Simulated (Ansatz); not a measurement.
# C₂H₄GaNO: how energies converge with the basis set

How large a basis does C₂H₄GaNO need? Two functionals are run in growing sets.

Computed with Ansatz 0.2.0, Gaussian basis. Level: one geometry, several basis sets.

Levels to be run: PBE0-D4/def2-SVP; ωB97M-V/def2-SVP; PBE0-D4/def2-QZVPP; ωB97M-V/def2-QZVPP; the functionals' def2-TZVPP values are taken from earlier runs.

## (1) The relaxed structure

An earlier PBE0-D4 in a triple-zeta def2 set relaxation fixed the geometry.

SMILES `[CH3][GaH][N]=C=O`, 9 atoms, charge 0, spin multiplicity 1.

Atoms are counted from 1 here; the program's logs count them from 0.

Bond lengths: C1–Ga2 1.950 Å, C1–H6 1.093 Å, C1–H7 1.092 Å, C1–H8 1.090 Å, Ga2–N3 1.840 Å, Ga2–H9 1.557 Å, N3–C4 1.192 Å, C4–O5 1.171 Å. Angles: Ga2–C1–H6 109.4°, Ga2–C1–H7 109.7°, Ga2–C1–H8 112.3°, H6–C1–H7 107.3°, H6–C1–H8 108.8°, H7–C1–H8 109.2°, C1–Ga2–N3 114.9°, C1–Ga2–H9 131.5°, N3–Ga2–H9 113.7°, Ga2–N3–C4 176.7°, N3–C4–O5 179.7°.

## (2) PBE0-D4 in def2-SVP

Input file in.yaml:

```yaml
crystal:
  periodic: [false, false, false]
  atoms:
    - {symbol: C, position_ang: [-1.445898, -0.842217, 0.120722]}
    - {symbol: Ga, position_ang: [0.423089, -0.715043, -0.420173]}
    - {symbol: N, position_ang: [1.233918, 0.890610, -0.031024]}
    - {symbol: C, position_ang: [1.700667, 1.950396, 0.250556]}
    - {symbol: O, position_ang: [2.164044, 2.989913, 0.524331]}
    - {symbol: H, position_ang: [-2.036659, -0.113133, -0.439560]}
    - {symbol: H, position_ang: [-1.540890, -0.592611, 1.179750]}
    - {symbol: H, position_ang: [-1.860013, -1.835569, -0.051106]}
    - {symbol: H, position_ang: [1.361741, -1.732336, -1.133497]}
basis:
  gaussian: {orbitals: def2-SVP}
hamiltonian: {xc: pbe0, dispersion: d4}
output: {orbitals: {seedname: orbitals}}
```

Further steps of the session: ωB97M-V in def2-SVP; PBE0-D4 in def2-QZVPP; ωB97M-V in def2-QZVPP.

Before running them: what should the planned runs give, taken together? Wanted: PBE0-D4: double and triple zeta above quadruple; ωB97M-V: double and triple zeta above quadruple.

**Answer**, as computed:

```
                                       quantity           value
PBE0-D4: double and triple zeta above quadruple  14.70, 1.49 eV
ωB97M-V: double and triple zeta above quadruple  14.85, 1.43 eV
```

What this shows: PBE0-D4 gains 13.21 eV from double to triple zeta, then 1.49 eV more. Total energies overstate the basis error of differences, where much of it tends to cancel.
